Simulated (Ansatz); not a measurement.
# Ag: other elements on the same sites

An exercise on one series of results from a longer session: the logs are not shown, and one member is left open.

Computed with Ansatz 0.2.0 (DFT PBEsol, scalar-relativistic, plane waves, PAW, unless a step's input says otherwise).

1 further run of the same task is left out (set aside as unsound or not needed). Runs told in other sessions of the task aren't counted.

## The starting structure

It takes space group R-3m (No. 166, trigonal). The conventional cell has a = 2.869 Å, b = 2.869 Å, c = 21.059 Å, α = 90.00°, β = 90.00°, γ = 120.00°. Ag (site symmetry -3m) is surrounded by 12 Ag at 2.87 Å. Ag (site symmetry 3m) is surrounded by 12 Ag at 2.87 Å.

As a file:

```xyz
3
Lattice="1.4344 0.8281 7.0197 -1.4344 0.8281 7.0197 0.0000 -1.6563 7.0197" Properties=species:S:1:pos:R:3 pbc="T T T"
Ag    0.0000    0.0000    0.0000
Ag    0.0000    0.0000   16.3773
Ag    0.0000    0.0000    4.6817
```

It goes back to an entry of the Materials Project, which need not be the stable form.

It is the result of an earlier relaxation at this level (volume 16.68 Å³/atom; gap on the mesh: none (metal)).

Set-up of the first run:

The input, input.yaml:

```yaml
crystal:
  lattice:
    - [1.3459283989, 0.7770721234, 6.5868449208]
    - [-1.3459283989, 0.7770721234, 6.5868449208]
    - [0.0, -1.5541442469, 6.5868449207]
  atoms:
    - { symbol: Cu, position: [0.0, 0.0, 0.0] }
    - { symbol: Cu, position: [0.7776871195, 0.7776871195, 0.7776871195] }
    - { symbol: Cu, position: [0.2223128805, 0.2223128805, 0.2223128805] }
basis:
  ecutwfc: 420
kpoints:
  mp_grid: { grid: [6, 6, 6] }
hamiltonian:
  xc: pbesol
scf:
  occupations: { method: gaussian, width: 0.1 }
output:
  forces: true
  stress: true
  eigenvalues: true
```

Started as:

```console
> ansatz run input.yaml --threads 1 --pin off --max-ram 2560MiB --backend cpu --events-out ev --progress --plain --runs-dir out
```

Among the steps run: A first look at the start (Cu); A loose first relaxation (Cu); Full relaxation (Cu); A first look at the start (Pd); Coarse relaxation (Pd); Relaxing cell and atoms (Pd).

One of the session's tables, all rows but one given; the rest of the session is left out.

Lengths are those of the vectors of the cell that was run:

```
   swap  volume (Å³/atom)  a (Å)  b (Å)  c (Å)
   none             16.68  7.212  7.212  7.212
Ag → Tl                 ?      ?      ?      ?
Ag → Au             17.02  7.311  7.311  7.311
Ag → Cu             11.32  6.338  6.338  6.338
Ag → Pd             14.59  6.964  6.964  6.964
```

Estimate the missing values for Ag → Tl.

The run gave: volume (Å³/atom): 28.50; a (Å): 8.501; b (Å): 8.501; c (Å): 8.501. In the column «volume (Å³/atom)» it is the highest.

Lengths are those of the computed cell. Rows of earlier swaps come from the sessions before.
